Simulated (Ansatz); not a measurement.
Born–Oppenheimer molecular dynamics of a periodic cell of 24 atoms, Ba2Sr2La2Cu5O13 (host Ba2Sr2La2Cu6O13, host structure Fmm2, one Cu atom removed), cell charge -1. It starts from an unrelaxed structure (largest force component 1.49 eV/Å).

Computed with Ansatz, DFT LDA, scalar-relativistic, plane waves, PAW. Settings: accuracy low, cutoff 420 eV, k mesh 2x2x2, fermi-dirac smearing 0.05 eV, no spin polarisation.

```
ensemble        : NVT, Langevin thermostat
time step       : 1 fs
steps asked     : 90
set temperature : 500 K
friction        : 0.01 /fs
seed            : 621603
```

Frames 1 fs apart, positions in Å, forces in eV/Å.

Velocities at 60.0 fs (Å/ps):

```
Ba 1.46 0.51 5.04
Ba 1.83 -0.81 -2.01
Sr -1.06 -3.21 -1.91
Sr 0.04 3.68 -3.70
La -1.30 1.64 1.03
La 1.96 2.89 1.66
Cu -0.16 2.07 -1.35
Cu -0.61 -2.57 -3.27
Cu 3.40 1.04 0.14
Cu 0.47 -1.85 -0.51
Cu -2.19 -1.01 -2.31
O -1.92 -18.05 5.12
O -2.45 5.94 12.83
O 3.50 -5.19 17.41
O -4.11 9.12 -0.47
O -3.47 0.56 -0.52
O -0.24 2.61 -5.48
O -1.00 1.21 -8.69
O -2.99 -7.99 -0.26
O 0.92 0.24 1.84
O -7.53 -4.64 7.79
O -8.17 -3.37 6.87
O -1.53 6.60 2.13
O 1.94 4.99 6.52
```

```xyz
24
Lattice="0.0000 3.9707 11.8501 3.8841 0.0000 11.8501 3.8841 3.9707 0.0000" Properties=species:S:1:pos:R:3:forces:R:3 time_fs=60.0 energy_less_start_eV=0.081 T=672
Ba 1.875 4.004 8.209 0.48 -0.37 0.28
Ba 5.994 3.853 8.056 -0.26 0.17 -0.08
Sr 1.997 3.934 15.480 -0.88 -0.01 -0.88
Sr 5.852 4.032 15.448 0.04 -0.29 -0.23
La 5.780 4.086 11.865 0.65 -0.63 0.18
La 1.916 4.013 11.938 0.23 0.39 -0.10
Cu 3.900 2.038 10.094 0.25 -0.42 0.39
Cu 3.939 5.960 10.095 -0.35 -0.13 -0.65
Cu 3.916 1.968 13.781 0.31 0.28 0.59
Cu 3.981 6.006 13.816 -1.19 0.03 -0.72
Cu 3.852 5.695 17.720 0.08 0.87 0.72
O 4.163 1.959 7.639 -0.27 -0.02 0.05
O 3.870 5.439 8.251 0.29 0.31 -0.55
O 3.735 1.696 15.654 0.09 0.17 -0.01
O 3.774 6.555 16.197 0.26 0.06 -1.03
O 1.999 2.140 10.249 -0.34 -0.55 0.46
O 5.864 5.975 22.170 -0.56 -0.05 0.30
O 3.821 3.985 21.997 0.30 0.74 0.49
O 3.842 3.886 10.675 0.45 0.06 -0.53
O 5.793 6.006 13.522 0.39 -0.06 -0.25
O 2.106 2.022 1.694 -0.56 0.11 -0.09
O 3.897 4.027 1.461 -0.26 -0.36 0.29
O 3.943 4.011 13.607 0.07 0.09 0.14
O 3.242 4.104 17.271 0.80 -0.39 1.23
24
Lattice="0.0000 3.9707 11.8501 3.8841 0.0000 11.8501 3.8841 3.9707 0.0000" Properties=species:S:1:pos:R:3:forces:R:3 time_fs=61.0 energy_less_start_eV=0.076 T=653
Ba 1.876 4.004 8.214 0.47 -0.39 0.27
Ba 5.996 3.852 8.055 -0.25 0.16 -0.07
Sr 1.996 3.931 15.478 -0.84 0.01 -0.78
Sr 5.852 4.035 15.445 0.06 -0.30 -0.21
La 5.779 4.088 11.866 0.66 -0.62 0.16
La 1.918 4.016 11.940 0.16 0.37 -0.07
Cu 3.900 2.040 10.093 0.21 -0.49 0.39
Cu 3.938 5.958 10.092 -0.35 -0.07 -0.55
Cu 3.919 1.969 13.781 0.28 0.25 0.71
Cu 3.981 6.004 13.816 -1.25 0.07 -0.70
Cu 3.850 5.694 17.718 0.14 1.06 0.73
O 4.161 1.941 7.644 -0.29 0.02 -0.03
O 3.869 5.444 8.264 0.30 0.27 -0.68
O 3.738 1.690 15.671 0.09 0.20 -0.15
O 3.770 6.564 16.197 0.28 0.00 -0.93
O 1.995 2.140 10.249 -0.30 -0.56 0.48
O 5.863 5.976 22.165 -0.57 -0.07 0.33
O 3.819 3.986 21.989 0.30 0.76 0.54
O 3.839 3.878 10.675 0.47 0.10 -0.49
O 5.794 6.006 13.524 0.41 -0.04 -0.27
O 2.098 2.017 1.702 -0.51 0.12 -0.13
O 3.889 4.024 1.468 -0.22 -0.37 0.23
O 3.941 4.017 13.609 0.08 0.05 0.11
O 3.244 4.110 17.279 0.68 -0.54 1.12
24
Lattice="0.0000 3.9707 11.8501 3.8841 0.0000 11.8501 3.8841 3.9707 0.0000" Properties=species:S:1:pos:R:3:forces:R:3 time_fs=62.0 energy_less_start_eV=0.078 T=648
Ba 1.878 4.004 8.219 0.45 -0.42 0.25
Ba 5.997 3.852 8.053 -0.25 0.16 -0.07
Sr 1.994 3.928 15.476 -0.80 0.04 -0.68
Sr 5.853 4.038 15.441 0.08 -0.30 -0.18
La 5.778 4.089 11.867 0.66 -0.62 0.13
La 1.920 4.018 11.941 0.09 0.35 -0.05
Cu 3.900 2.041 10.091 0.17 -0.56 0.39
Cu 3.937 5.956 10.088 -0.34 -0.01 -0.43
Cu 3.921 1.971 13.783 0.25 0.22 0.80
Cu 3.981 6.002 13.815 -1.30 0.11 -0.68
Cu 3.848 5.694 17.716 0.20 1.25 0.76
O 4.157 1.924 7.651 -0.31 0.06 -0.11
O 3.868 5.449 8.276 0.31 0.24 -0.81
O 3.742 1.685 15.688 0.08 0.23 -0.27
O 3.766 6.571 16.196 0.31 -0.06 -0.84
O 1.990 2.140 10.248 -0.25 -0.57 0.49
O 5.863 5.978 22.161 -0.56 -0.08 0.36
O 3.818 3.987 21.981 0.29 0.79 0.59
O 3.835 3.869 10.675 0.49 0.14 -0.46
O 5.795 6.006 13.525 0.43 -0.01 -0.28
O 2.090 2.012 1.710 -0.46 0.13 -0.17
O 3.882 4.021 1.477 -0.18 -0.38 0.17
O 3.939 4.024 13.611 0.09 0.00 0.08
O 3.246 4.114 17.287 0.56 -0.71 1.00
24
Lattice="0.0000 3.9707 11.8501 3.8841 0.0000 11.8501 3.8841 3.9707 0.0000" Properties=species:S:1:pos:R:3:forces:R:3 time_fs=63.0 energy_less_start_eV=0.085 T=670
Ba 1.881 4.004 8.224 0.44 -0.45 0.23
Ba 5.998 3.852 8.051 -0.24 0.16 -0.07
Sr 1.993 3.924 15.473 -0.75 0.07 -0.57
Sr 5.853 4.041 15.438 0.09 -0.31 -0.15
La 5.777 4.091 11.869 0.65 -0.62 0.10
La 1.921 4.021 11.943 0.03 0.33 -0.03
Cu 3.900 2.042 10.089 0.11 -0.63 0.39
Cu 3.936 5.954 10.085 -0.35 0.06 -0.30
Cu 3.924 1.972 13.784 0.22 0.20 0.88
Cu 3.980 6.001 13.815 -1.35 0.15 -0.66
Cu 3.846 5.693 17.714 0.25 1.42 0.78
O 4.153 1.907 7.658 -0.33 0.09 -0.19
O 3.867 5.452 8.288 0.31 0.20 -0.96
O 3.744 1.681 15.706 0.07 0.25 -0.38
O 3.763 6.577 16.194 0.34 -0.11 -0.76
O 1.983 2.139 10.249 -0.18 -0.58 0.51
O 5.862 5.979 22.158 -0.55 -0.09 0.38
O 3.817 3.987 21.972 0.29 0.82 0.64
O 3.831 3.861 10.674 0.50 0.19 -0.41
O 5.796 6.005 13.525 0.44 0.01 -0.29
O 2.081 2.007 1.719 -0.41 0.14 -0.20
O 3.874 4.018 1.486 -0.13 -0.39 0.11
O 3.937 4.030 13.613 0.09 -0.04 0.05
O 3.248 4.118 17.296 0.45 -0.85 0.89
24
Lattice="0.0000 3.9707 11.8501 3.8841 0.0000 11.8501 3.8841 3.9707 0.0000" Properties=species:S:1:pos:R:3:forces:R:3 time_fs=64.0 energy_less_start_eV=0.096 T=690
Ba 1.883 4.004 8.230 0.43 -0.48 0.21
Ba 6.000 3.851 8.049 -0.24 0.15 -0.07
Sr 1.991 3.921 15.470 -0.71 0.09 -0.46
Sr 5.853 4.044 15.435 0.11 -0.31 -0.12
La 5.776 4.092 11.870 0.64 -0.61 0.07
La 1.923 4.024 11.944 -0.03 0.30 0.00
Cu 3.900 2.043 10.087 0.06 -0.70 0.39
Cu 3.935 5.952 10.081 -0.36 0.12 -0.17
Cu 3.926 1.974 13.786 0.18 0.17 0.95
Cu 3.979 5.999 13.814 -1.38 0.18 -0.63
Cu 3.845 5.693 17.712 0.30 1.56 0.78
O 4.149 1.889 7.664 -0.34 0.13 -0.27
O 3.868 5.455 8.299 0.32 0.16 -1.10
O 3.747 1.677 15.723 0.06 0.27 -0.49
O 3.759 6.583 16.193 0.36 -0.16 -0.67
O 1.976 2.138 10.251 -0.10 -0.59 0.52
O 5.859 5.980 22.156 -0.53 -0.09 0.40
O 3.817 3.987 21.964 0.27 0.85 0.69
O 3.827 3.853 10.674 0.51 0.23 -0.37
O 5.796 6.003 13.524 0.45 0.04 -0.30
O 2.072 2.002 1.729 -0.36 0.15 -0.24
O 3.865 4.014 1.497 -0.09 -0.39 0.05
O 3.934 4.036 13.616 0.10 -0.08 0.02
O 3.251 4.120 17.305 0.35 -0.98 0.79
24
Lattice="0.0000 3.9707 11.8501 3.8841 0.0000 11.8501 3.8841 3.9707 0.0000" Properties=species:S:1:pos:R:3:forces:R:3 time_fs=65.0 energy_less_start_eV=0.117 T=726
Ba 1.886 4.004 8.235 0.42 -0.51 0.19
Ba 6.001 3.850 8.047 -0.23 0.15 -0.07
Sr 1.990 3.918 15.466 -0.67 0.12 -0.35
Sr 5.854 4.047 15.433 0.12 -0.32 -0.09
La 5.775 4.093 11.872 0.64 -0.60 0.05
La 1.925 4.027 11.945 -0.09 0.27 0.02
Cu 3.899 2.043 10.085 0.00 -0.76 0.39
Cu 3.934 5.950 10.078 -0.38 0.19 -0.02
Cu 3.929 1.976 13.788 0.14 0.13 1.01
Cu 3.977 5.998 13.814 -1.40 0.21 -0.61
Cu 3.843 5.693 17.710 0.34 1.69 0.79
O 4.145 1.869 7.670 -0.36 0.18 -0.34
O 3.868 5.459 8.309 0.32 0.11 -1.25
O 3.750 1.673 15.740 0.05 0.29 -0.58
O 3.755 6.588 16.192 0.39 -0.21 -0.59
O 1.967 2.137 10.253 -0.02 -0.59 0.54
O 5.857 5.981 22.154 -0.50 -0.11 0.42
O 3.818 3.988 21.956 0.26 0.87 0.74
O 3.824 3.846 10.675 0.51 0.27 -0.34
O 5.797 6.002 13.523 0.46 0.06 -0.30
O 2.062 1.996 1.739 -0.31 0.15 -0.28
O 3.856 4.010 1.509 -0.04 -0.38 -0.01
O 3.932 4.042 13.619 0.10 -0.12 -0.01
O 3.252 4.123 17.314 0.25 -1.10 0.70
24
Lattice="0.0000 3.9707 11.8501 3.8841 0.0000 11.8501 3.8841 3.9707 0.0000" Properties=species:S:1:pos:R:3:forces:R:3 time_fs=66.0 energy_less_start_eV=0.143 T=723
Ba 1.889 4.004 8.241 0.42 -0.54 0.16
Ba 6.002 3.850 8.044 -0.22 0.14 -0.07
Sr 1.988 3.914 15.463 -0.63 0.15 -0.25
Sr 5.856 4.050 15.430 0.13 -0.32 -0.06
La 5.774 4.093 11.874 0.63 -0.59 0.02
La 1.926 4.029 11.947 -0.15 0.25 0.04
Cu 3.899 2.043 10.082 -0.05 -0.80 0.40
Cu 3.932 5.948 10.074 -0.40 0.25 0.14
Cu 3.930 1.978 13.789 0.11 0.10 1.06
Cu 3.975 5.997 13.813 -1.40 0.24 -0.59
Cu 3.842 5.693 17.709 0.38 1.80 0.81
O 4.142 1.850 7.676 -0.39 0.23 -0.42
O 3.868 5.463 8.319 0.31 0.07 -1.41
O 3.754 1.670 15.757 0.03 0.31 -0.66
O 3.752 6.592 16.191 0.42 -0.25 -0.53
O 1.959 2.137 10.255 0.07 -0.60 0.55
O 5.854 5.983 22.153 -0.46 -0.12 0.43
O 3.818 3.989 21.948 0.24 0.88 0.79
O 3.821 3.840 10.675 0.50 0.30 -0.31
O 5.798 6.001 13.521 0.46 0.09 -0.30
O 2.053 1.991 1.749 -0.26 0.16 -0.31
O 3.846 4.005 1.521 0.01 -0.38 -0.07
O 3.931 4.048 13.621 0.10 -0.16 -0.04
O 3.254 4.125 17.324 0.15 -1.22 0.61
24
Lattice="0.0000 3.9707 11.8501 3.8841 0.0000 11.8501 3.8841 3.9707 0.0000" Properties=species:S:1:pos:R:3:forces:R:3 time_fs=67.0 energy_less_start_eV=0.175 T=739
Ba 1.892 4.004 8.247 0.41 -0.57 0.14
Ba 6.003 3.850 8.042 -0.21 0.14 -0.06
Sr 1.986 3.911 15.460 -0.60 0.18 -0.14
Sr 5.857 4.052 15.428 0.14 -0.32 -0.04
La 5.773 4.094 11.877 0.62 -0.57 -0.01
La 1.928 4.032 11.948 -0.20 0.22 0.06
Cu 3.898 2.043 10.079 -0.11 -0.85 0.41
Cu 3.931 5.947 10.070 -0.42 0.32 0.31
Cu 3.932 1.981 13.791 0.07 0.07 1.10
Cu 3.973 5.996 13.813 -1.40 0.28 -0.57
Cu 3.840 5.694 17.707 0.41 1.91 0.83
O 4.139 1.833 7.681 -0.41 0.28 -0.49
O 3.868 5.468 8.327 0.31 0.02 -1.58
O 3.759 1.667 15.773 0.01 0.32 -0.74
O 3.748 6.596 16.189 0.45 -0.29 -0.46
O 1.949 2.136 10.258 0.17 -0.60 0.56
O 5.849 5.985 22.151 -0.40 -0.13 0.44
O 3.819 3.992 21.940 0.21 0.88 0.84
O 3.818 3.833 10.676 0.49 0.34 -0.29
O 5.800 6.000 13.519 0.44 0.12 -0.30
O 2.042 1.986 1.759 -0.20 0.16 -0.35
O 3.837 4.001 1.533 0.05 -0.38 -0.13
O 3.930 4.054 13.623 0.10 -0.20 -0.06
O 3.256 4.127 17.334 0.06 -1.33 0.52
24
Lattice="0.0000 3.9707 11.8501 3.8841 0.0000 11.8501 3.8841 3.9707 0.0000" Properties=species:S:1:pos:R:3:forces:R:3 time_fs=68.0 energy_less_start_eV=0.214 T=727
Ba 1.895 4.004 8.254 0.40 -0.60 0.11
Ba 6.005 3.850 8.039 -0.21 0.14 -0.06
Sr 1.985 3.909 15.457 -0.56 0.21 -0.05
Sr 5.859 4.055 15.426 0.15 -0.32 -0.01
La 5.772 4.094 11.879 0.61 -0.56 -0.03
La 1.929 4.034 11.950 -0.25 0.20 0.08
Cu 3.898 2.043 10.076 -0.18 -0.89 0.42
Cu 3.929 5.945 10.066 -0.44 0.39 0.48
Cu 3.934 1.983 13.793 0.02 0.05 1.14
Cu 3.970 5.996 13.813 -1.40 0.32 -0.55
Cu 3.838 5.694 17.704 0.45 2.01 0.84
O 4.136 1.815 7.686 -0.43 0.33 -0.56
O 3.868 5.473 8.335 0.31 -0.03 -1.75
O 3.765 1.663 15.789 -0.01 0.33 -0.80
O 3.744 6.602 16.188 0.48 -0.33 -0.40
O 1.940 2.135 10.261 0.26 -0.60 0.57
O 5.844 5.988 22.149 -0.33 -0.14 0.46
O 3.820 3.996 21.933 0.19 0.88 0.88
O 3.815 3.826 10.677 0.48 0.38 -0.26
O 5.802 5.998 13.518 0.43 0.15 -0.30
O 2.031 1.981 1.769 -0.13 0.17 -0.39
O 3.828 3.997 1.545 0.10 -0.39 -0.18
O 3.928 4.062 13.625 0.09 -0.26 -0.09
O 3.258 4.128 17.344 -0.02 -1.44 0.44
```

Of the whole run (90 fs, mean temperature of the second half 568 K): The mean temperature of the second half is 14 % above the set value. A run of 0.09 ps of so small a system gives no equilibrium averages. Limits of this set-up: coarse k mesh, low accuracy level, charged cell in a uniform background, uncorrected.

The run took 11 min on 2 threads of Intel(R) Xeon(R) 6975P-C (Granite Rapids) (shared host), peak memory 1.4 GiB.
